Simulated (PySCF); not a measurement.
# The bond of BrCl, level by level

One table from this session's results is given with a row withheld; the runs are named, their logs left out.

Computed with PySCF 2.14.0. Level: Br 6-31G(d,p), Cl 6-31G(d,p), no relativity.

Set-up of the first run:

A driver script around PySCF takes these settings:

```
atoms                         : Br, Cl
charge                        : 0
basis                         : Br 6-31G(d,p), Cl 6-31G(d,p)
Hamiltonian                   : no relativity
basis functions               : 50
electrons treated             : 52
masses in u                   : 78.9183, 34.9689
levels                        : PBE0, PBE, r²SCAN, BLYP, M06-2X, MN15, HF, MP2, SCS-MP2, CCSD, CCSD(T)
grid                          : 80 radial by 434 angular points
occupations                   : held fixed by the projection of orbital angular momentum
dissociation limit            : Br + Cl, each in its ground configuration
starting distance in angstrom : 2.085
values of 2S to try           : 0, 2
```

The run is started by

```console
$ OMP_NUM_THREADS=1 python dia.py task.json out
```

Steps of the session up to this table: The job; The PBE0 curve of the state that the search chose; Higher solutions at PBE0; PBE (GGA); r²SCAN (meta-GGA); BLYP; M06-2X (hybrid meta-GGA); MN15 (hybrid meta-GGA); RHF (mean field); MP2 and coupled cluster.

One of the session's tables, all rows but one given; the rest of the session is left out.

It belongs to the step «The curves together». Energy (eV) from each level's lowest point:

```
R (Å)    RHF  RHF-MP2  RHF-SCS-MP2  RHF-CCSD  RHF-CCSD(T)
1.854  1.318    1.398        1.459       n/a          n/a
1.940  0.554    0.623        0.665     0.679        0.702
2.027      ?        ?            ?         ?            ?
2.091  0.023    0.049        0.061     0.066        0.074
2.156  0.000    0.000        0.000     0.000        0.000
2.221  0.057    0.027        0.015     0.009        0.000
2.307  0.221    0.145        0.117     0.103        0.079
2.415  0.517    0.376        0.329     0.302        0.255
2.544  0.943    0.714        0.644     0.596        0.515
2.717  1.552    1.184        1.084       n/a          n/a
```

**Question.** Estimate the row for R (Å) = 2.027.

Worked estimate for «RHF». A straight line through the neighbours (1.940, 0.554) and (2.091, 0.023) gives 0.554 + (0.023 − 0.554) × (2.027 − 1.940) / (2.091 − 1.940) = 0.248; a parabola fitted to 4 rows on both sides gives 0.133.

**Answer.** RHF: 0.153; RHF-MP2: 0.201; RHF-SCS-MP2: 0.226; RHF-CCSD: 0.234; RHF-CCSD(T): 0.250. In «RHF» the line misses by +0.095 and the parabola by -0.020.
